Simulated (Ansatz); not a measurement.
Working through vertical and adiabatic energies of changing the electron count of C₂H₅Sn, SMILES C=[CH][SnH2]

Program: the Ansatz DFT code, driven from Python.

At the Python prompt:
```pycon
>>> import itertools
>>> import ansatz as az
>>> from ase import Atoms
>>> from ase.data import atomic_numbers, covalent_radii
>>> import numpy as np
>>> BASIS = "def2-SVP"
>>> FUNCTIONAL = "r2scan"
>>> CHARGE = 1
>>> atoms = Atoms(["C", "C", "Sn", "H", "H", "H", "H", "H"], positions=[
...     (-0.7929, 0.8198, -0.5482),
...     (-0.0248, 0.6842, 0.4727),
...     (1.0221, -1.1268, 0.6833),
...     (-0.8965, 0.0943, -1.3055),
...     (-1.3862, 1.7885, -0.6855),
...     (0.103, 1.4887, 1.2103),
...     (2.1061, -1.3651, -0.6981),
...     (-0.0386, -2.4406, 0.8152),
... ])
>>> mol = az.Crystal.molecule_from_ase(atoms)
>>> calc = (
...     mol.calculation()
...     .basis(gaussian=BASIS)
...     .functional(FUNCTIONAL)
...     .spin("collinear", total=1)
... )
>>> symbols = [site.symbol for site in mol.cartesian_sites]
>>> start = np.array([site.position_ang for site in mol.cartesian_sites], dtype=float)
>>> report = calc.relax(force_tolerance=0.01).run().report
>>> end = np.array(report["positions_ang"])
>>> minimum = az.Crystal.molecule()
>>> for symbol, place in zip(symbols, end):
...     minimum = minimum.atom(symbol, place.tolist())
...
>>> ion = (
...     minimum.calculation()
...     .basis(gaussian=BASIS)
...     .functional(FUNCTIONAL)
...     .charge(CHARGE)
... )
>>> vertical = ion.run().report
>>> settled = ion.relax(force_tolerance=0.01, max_steps=80).run().report
>>> print(f"vertical ionisation energy   {vertical['free_energy_ev'] - report['free_energy_ev']:.3f} eV")
vertical ionisation energy   7.836 eV
>>> print(f"adiabatic, no zero point     {settled['free_energy_ev'] - report['free_energy_ev']:.3f} eV")
adiabatic, no zero point     7.062 eV
>>> print(f"relaxation energy of the ion {vertical['free_energy_ev'] - settled['free_energy_ev']:.3f} eV")
relaxation energy of the ion 0.774 eV
>>> ionised = np.array(settled["positions_ang"])
>>> # pairs closer than 1.2 times the sum of covalent radii, before or after
>>> radius = [covalent_radii[atomic_numbers[s]] for s in symbols]
>>> span = lambda where, i, j: np.linalg.norm(where[i] - where[j])
>>> bonded = [(i, j) for i, j in itertools.combinations(range(len(symbols)), 2) if min(span(end, i, j), span(ionised, i, j)) < 1.2 * (radius[i] + radius[j])]
>>> print("pair        before    after (A)")
pair        before    after (A)
>>> for i, j in bonded:
...     print(f"{symbols[i]}{i}-{symbols[j]}{j}".ljust(10), f"{span(end, i, j):8.4f} {span(ionised, i, j):8.4f}")
...
C0-C1        1.3427   1.3492
C0-H3        1.0972   1.0964
C0-H4        1.0984   1.0978
C1-Sn2       2.1435   2.0817
C1-H5        1.0987   1.0965
Sn2-H6       1.7285   1.6995
Sn2-H7       1.7280   1.6966
>>> for first, second in list(itertools.combinations(bonded, 2)):
...     shared = set(first) & set(second)
...     if shared and symbols[(j := shared.pop())] != "H":
...         i, k = sorted((set(first) | set(second)) - {j})
...         u, v = ionised[i] - ionised[j], ionised[k] - ionised[j]
...         angle = np.degrees(np.arccos(np.clip(u @ v / np.linalg.norm(u) / np.linalg.norm(v), -1, 1)))
...         print(f"final angle {symbols[i]}{i}-{symbols[j]}{j}-{symbols[k]}{k}: {angle:.2f} deg")
...
final angle C1-C0-H3: 123.65 deg
final angle C1-C0-H4: 120.37 deg
final angle C0-C1-Sn2: 119.88 deg
final angle C0-C1-H5: 121.58 deg
final angle H3-C0-H4: 115.98 deg
final angle Sn2-C1-H5: 118.54 deg
final angle C1-Sn2-H6: 117.88 deg
final angle C1-Sn2-H7: 122.73 deg
final angle H6-Sn2-H7: 119.38 deg
```

Caveats:
- The energies are electronic: no zero-point or thermal terms, and the basis set is short of its limit. The product may relax into another structure. The relaxation finds the nearest minimum, so the adiabatic value is an upper bound.
- def2 sets replace the cores of elements past krypton by effective core potentials.
- The species is open-shell (spin multiplicity 2).
- Only the spin states typed were run; another state of an ion can lie lower, by up to an eV or two.
- The whole script took 3.1 min on 1 thread of Arm Neoverse V1, with other jobs on the host, peak memory 0.28 GiB.
